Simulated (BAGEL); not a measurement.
# CH4AlOS (SMILES C[O][Al][SH]): ROHF/6-31G(d) (density fitting with qzvpp-jkfit, spherical functions)

What is the energy change on altering one bond length of CH4AlOS at ROHF/6-31G* (density fitting with qzvpp-jkfit, spherical functions)? 

The calculation is run with BAGEL 1.2.2.

2 further runs of the same task are left out: 2 set aside as unsound or not needed. Runs told in other sessions of the task aren't counted.

## 1. Starting point

The species is CH4AlOS (8 atoms), meant as a doublet with charge 0. As SMILES, `C[O][Al][SH]`. Geometry: relaxed at PBE0-D4/def2-TZVP. This is one conformer, not always the lowest.

Bond lengths: C1–O2 1.399 Å, O2–Al3 1.681 Å, Al3–S4 2.211 Å, C1–H5 1.095 Å, C1–H6 1.097 Å, C1–H7 1.095 Å, S4–H8 1.343 Å. Angles: C1–O2–Al3 138.8°, O2–Al3–S4 117.4°, O2–C1–H5 110.0°, O2–C1–H6 112.4°, O2–C1–H7 110.0°, Al3–S4–H8 93.1°, H5–C1–H6 108.1°, H5–C1–H7 108.0°, H6–C1–H7 108.1°.

## 2. A single-point energy at ROHF/6-31G(d) (density fitting with qzvpp-jkfit, spherical functions)

The input, input.json:

```json
{ "bagel" : [

{
  "title" : "molecule",
  "basis" : "6-31gs.json",
  "df_basis" : "qzvpp-jkfit",
  "angstrom" : true,
  "geometry" : [
    { "atom" : "C", "xyz" : [    0.012700,    1.389900,    0.390100 ] },
    { "atom" : "O", "xyz" : [    0.731400,    0.585100,   -0.499900 ] },
    { "atom" : "Al", "xyz" : [    0.776700,   -1.019600,   -0.998400 ] },
    { "atom" : "S", "xyz" : [   -0.666100,   -2.414800,   -0.071000 ] },
    { "atom" : "H", "xyz" : [   -0.477100,    2.204100,   -0.153500 ] },
    { "atom" : "H", "xyz" : [   -0.758200,    0.828800,    0.931900 ] },
    { "atom" : "H", "xyz" : [    0.691400,    1.833400,    1.125700 ] },
    { "atom" : "H", "xyz" : [   -0.218700,   -3.463900,   -0.780800 ] }
  ]
},
{
  "title" : "rohf",
  "nopen" : 1
},
{
  "title" : "print",
  "file" : "orbitals.molden",
  "orbitals" : true
}

]}
```

The basis set 6-31G* is read from a file made from the Basis Set Exchange's data (not shown).

Command:

```
$ BAGEL_NUM_THREADS=1 BAGEL input.json > input.out
```

The log of the run:

```text
* using 1 threads per process

  ===============================================================
  ===============================================================

  *** Geometry ***

  { "atom" : "C", "xyz" : [      0.024000,      2.626530,      0.737182 ] },
  { "atom" : "O", "xyz" : [      1.382146,      1.105679,     -0.944674 ] },
  { "atom" : "Al", "xyz" : [      1.467750,     -1.926765,     -1.886703 ] },
  { "atom" : "S", "xyz" : [     -1.258747,     -4.563311,     -0.134171 ] },
  { "atom" : "H", "xyz" : [     -0.901588,      4.165145,     -0.290073 ] },
  { "atom" : "H", "xyz" : [     -1.432790,      1.566205,      1.761036 ] },
  { "atom" : "H", "xyz" : [      1.306557,      3.464624,      2.127265 ] },
  { "atom" : "H", "xyz" : [     -0.413283,     -6.545822,     -1.475498 ] },

  Number of auxiliary basis functions:      480

  Since a DF basis is specified, we compute 2- and 3-index integrals:
    o Being stored without compression. Storage requirement is 0.020 GB

  Number of basis functions:       72
  Number of electrons      :       47

    * METHOD: MOLECULE                             0.19

  *** Open-shell HF ***

  === Nuclear Repulsion ===
   187.2074258462

      * DIIS with orbital gradients will be used.

  === ROHF iteration (6-31gs.json) ===
      0       -754.29784270          0.04263112           0.09
      1       -754.42179117          0.03304636           0.09
      2       -754.47583829          0.02276092           0.09
      3       -754.52389840          0.00156491           0.09
      4       -754.52542797          0.00063311           0.09
      5       -754.52577979          0.00026310           0.09
      6       -754.52586463          0.00005427           0.09
      7       -754.52589736          0.00001382           0.09
      8       -754.52590199          0.00000525           0.09
      9       -754.52590249          0.00000203           0.09
     10       -754.52590252          0.00000091           0.09
     11       -754.52590259          0.00000033           0.09
     12       -754.52590258          0.00000011           0.09
     13       -754.52590259          0.00000005           0.09
     14       -754.52590259          0.00000002           0.09
     15       -754.52590259          0.00000001           0.09
    * SCF iteration converged.

    * S^2 (ROHF) is 0.7500

    * Permanent dipole moment:
           (   -0.341122,    -0.108398,     0.281919) a.u.

    * METHOD: ROHF                                 1.55

    * METHOD: PRINT                                0.01

  ===============================================================
```

Run time: 1.9 s. Hardware: 1 thread of Arm Neoverse V2, shared host; peak memory 0.1 GiB.

## 3. The distorted shape, same level

The input, input.json:

```json
{ "bagel": [

{
  "title": "molecule",
  "basis": "6-31gs.json",
  "df_basis": "qzvpp-jkfit",
  "angstrom": true,
  "geometry": [
    { "atom": "C", "xyz": [       0.734078,       2.087479,      -0.073586 ] },
    { "atom": "O", "xyz": [       1.452778,       1.282679,      -0.963586 ] },
    { "atom": "Al", "xyz": [       1.498078,      -0.322021,      -1.462086 ] },
    { "atom": "S", "xyz": [      -0.666100,      -2.414800,      -0.071000 ] },
    { "atom": "H", "xyz": [       0.244278,       2.901679,      -0.617186 ] },
    { "atom": "H", "xyz": [      -0.036822,       1.526379,       0.468214 ] },
    { "atom": "H", "xyz": [       1.412778,       2.530979,       0.662014 ] },
    { "atom": "H", "xyz": [      -0.218700,      -3.463900,      -0.780800 ] }
  ]
},

{
  "title": "rohf",
  "nopen": 1
},

{
  "title": "print",
  "file": "orbitals.molden",
  "orbitals": true
}

]}
```

The basis set 6-31G* is read from a file made from the Basis Set Exchange's data (not shown).

Command:

```
$ BAGEL_NUM_THREADS=1 BAGEL input.json > input.out
```

The log of the run:

```text
* using 1 threads per process

  ===============================================================
  ===============================================================

  *** Geometry ***

  { "atom" : "C", "xyz" : [      1.387206,      3.944764,     -0.139057 ] },
  { "atom" : "O", "xyz" : [      2.745353,      2.423912,     -1.820914 ] },
  { "atom" : "Al", "xyz" : [      2.830957,     -0.608531,     -2.762942 ] },
  { "atom" : "S", "xyz" : [     -1.258747,     -4.563311,     -0.134171 ] },
  { "atom" : "H", "xyz" : [      0.461619,      5.483379,     -1.166313 ] },
  { "atom" : "H", "xyz" : [     -0.069583,      2.884438,      0.884796 ] },
  { "atom" : "H", "xyz" : [      2.669763,      4.782857,      1.251025 ] },
  { "atom" : "H", "xyz" : [     -0.413283,     -6.545822,     -1.475498 ] },

  Number of auxiliary basis functions:      480

  Since a DF basis is specified, we compute 2- and 3-index integrals:
    o Being stored without compression. Storage requirement is 0.020 GB

  Number of basis functions:       72
  Number of electrons      :       47

    * METHOD: MOLECULE                             0.18

  *** Open-shell HF ***

  === Nuclear Repulsion ===
   161.6733748297

      * DIIS with orbital gradients will be used.

  === ROHF iteration (6-31gs.json) ===
      0       -754.23405044          0.04201903           0.09
      1       -754.35027518          0.03350636           0.09
      2       -754.40155455          0.02359887           0.09
      3       -754.45270778          0.00156118           0.09
      4       -754.45552193          0.00123187           0.09
      5       -754.45734673          0.00106520           0.09
      6       -754.46044311          0.00060942           0.09
      7       -754.46140234          0.00029357           0.09
      8       -754.46236451          0.00020430           0.09
      9       -754.46205714          0.00006295           0.09
     10       -754.46215821          0.00002575           0.09
     11       -754.46216652          0.00001084           0.09
     12       -754.46217261          0.00000502           0.09
     13       -754.46217126          0.00000238           0.09
     14       -754.46217094          0.00000109           0.09
     15       -754.46217101          0.00000037           0.09
     16       -754.46217120          0.00000007           0.09
     17       -754.46217131          0.00000004           0.09
     18       -754.46217131          0.00000002           0.09
     19       -754.46217130          0.00000001           0.09
     20       -754.46217131          0.00000001           0.09
     21       -754.46217131          0.00000001           0.09
     22       -754.46217131          0.00000001           0.09
     23       -754.46217131          0.00000001           0.09
     24       -754.46217131          0.00000001           0.09
    * SCF iteration converged.

    * S^2 (ROHF) is 0.7500

    * Permanent dipole moment:
           (    0.066363,    -0.042637,    -0.073525) a.u.

    * METHOD: ROHF                                 2.39

    * METHOD: PRINT                                0.01

  ===============================================================
```

It took 2.8 s on 1 thread of Arm Neoverse V2, shared host; peak memory 0.1 GiB.

## 4. Summary of results

Level: ROHF/6-31G* (density fitting with qzvpp-jkfit, spherical functions).

```
                                                          quantity          value
                                         first shape: total energy  -754.52590 Eh
                                        first shape: dipole moment         1.16 D
                                                 first shape: ⟨S²⟩          0.750
                                     distorted shape: total energy  -754.46217 Eh
                                    distorted shape: dipole moment         0.27 D
                                             distorted shape: ⟨S²⟩          0.750
energy change with the Al3–S4 bond stretched from 2.211 to 3.316 Å       1.734 eV
```

In words: With the Al3–S4 bond stretched from 2.211 to 3.316 Å the energy rises by 1.73 eV (40 kcal/mol). The first shape isn't relaxed at this level, so the change isn't measured from a minimum.
